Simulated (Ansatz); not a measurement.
# Zn2InO: the cost of one run

Method: DFT PBE, scalar-relativistic, plane waves, PAW, in Ansatz 0.2.0.

2 further runs of the same task are left out: 1 that didn't finish, 1 set aside as unsound or not needed.

### 1 The starting structure

Symmetry: P-4m2, No. 115, tetragonal system. The conventional cell has a = 3.206 Å, b = 3.206 Å, c = 6.847 Å, α = 90.00°, β = 90.00°, γ = 90.00°. Around Zn (site symmetry 2mm) lie 2 O at 2.01 Å. In (site symmetry -4m2) has 4 Zn at 2.73 Å as nearest neighbours. O (site symmetry -4m2) is surrounded by 4 Zn at 2.01 Å.

Structure file:

```
Zn In O
1.0
     3.20569    0.00000    0.00000
     0.00000    3.20569    0.00000
     0.00000    0.00000    6.84661
Zn In O
2 1 1
Direct
  0.50000 0.00000 0.82356
  0.00000 0.50000 0.17644
  0.50000 0.50000 0.50000
  0.00000 0.00000 0.00000
```

The cell was relaxed beforehand at this level, from a generated guess; it is a trial structure. At a tolerance of 0.05 Å it has space group P-4m2 (No. 115); it has 17.59 Å³/atom, an uncorrected energy of -0.58 eV/atom over the elements and, on its mesh, gap none (metal).

### 2 The cell scaled to 0.97 of its volume

Input file input.yaml:

```yaml
crystal:
  lattice:
    - [3.173305162, 0.0, 0.0]
    - [0.0, 3.173305162, 0.0]
    - [0.0, 0.0, 6.7774525361]
  atoms:
    - { symbol: Zn, position: [0.5, 0.0, 0.8235642468] }
    - { symbol: Zn, position: [0.0, 0.5, 0.1764357532] }
    - { symbol: In, position: [0.5, 0.5, 0.5] }
    - { symbol: O, position: [0.0, 0.0, 0.0] }
basis:
  ecutwfc: 420
kpoints:
  mp_grid: { grid: [14, 14, 8] }
hamiltonian:
  xc: pbe
scf:
  occupations: { method: gaussian, width: 0.1 }
output:
  forces: true
  stress: true
  eigenvalues: true
  write_density: true
  write_potential: true
  elf: true
  volumetric_format: npy
relax:
  adjacent_minimum: "off"
  f_tol: 0.01
  max_steps: 30
  cell: { stress_tol: 0.1, fix: [volume] }
```

The run is started by

```
ansatz run input.yaml --threads 1 --pin off --max-ram 2560MiB --backend cpu --events-out ev --progress --plain --runs-dir out
```

What time and memory should one allow on 1 thread of Intel Xeon 6975P-C (Granite Rapids), shared host?

About 90 s, with a peak of 0.57 GiB.
